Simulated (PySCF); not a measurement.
# C4H5FOSi: the cost of one run

Programs: PySCF 2.14.0, with density-fitted response routines of our own. Each step states its level of theory. These are calculated values for one molecule in the gas phase, unless marked as measured. Atoms are numbered from 0 throughout.

### Step 1. The molecule as given

12 atoms, charge 0, multiplicity 1; geometry from: GFN2-xTB. The atoms were then displaced at random by about 0.01 Å, so the start is not that level's minimum.

Bonds of the start (Å): C0–C1 1.23, C1–Si2 1.87, Si2–O3 1.63, Si2–C4 1.89, C4–C5 1.32, C4–F6 1.35, C0–H7 1.03, Si2–H8 1.48, O3–H9 0.95, C5–H10 1.08, C5–H11 1.07.

### Step 2. Geometry optimisation at PBE0-D3(BJ)/def2-SVP

Job settings and geometry (Å):

```
{"job": {"xc": "PBE0", "basis": "def2-SVP", "d3": "d3bj", "grid": 1, "shake": 0.01, "kind": "geom"}, "charge": 0, "multiplicity": 1}
C      2.491450    -1.546640     0.059150
C      1.697220    -0.601200     0.077760
Si     0.478140     0.812410     0.073270
O      0.809330     1.863370    -1.128720
C     -1.220700     0.009460    -0.145830
C     -2.084730    -0.346720     0.791440
F     -1.556550    -0.180800    -1.443050
H      3.161510    -2.322740     0.031570
H      0.570020     1.639190     1.300020
H      0.572040     1.651580    -2.024820
H     -1.850130    -0.213520     1.839370
H     -3.027900    -0.792670     0.560810
```

Launch:

```
$ OMP_NUM_THREADS=1 python probes_run.py task.json out
```

This one command runs all jobs of the session in turn.

**Question.** How long does this first job take on 1 thread of Intel Xeon 6975P-C, shared host, and how much memory does it need?

About 76 s, with a peak of 0.53 GiB.
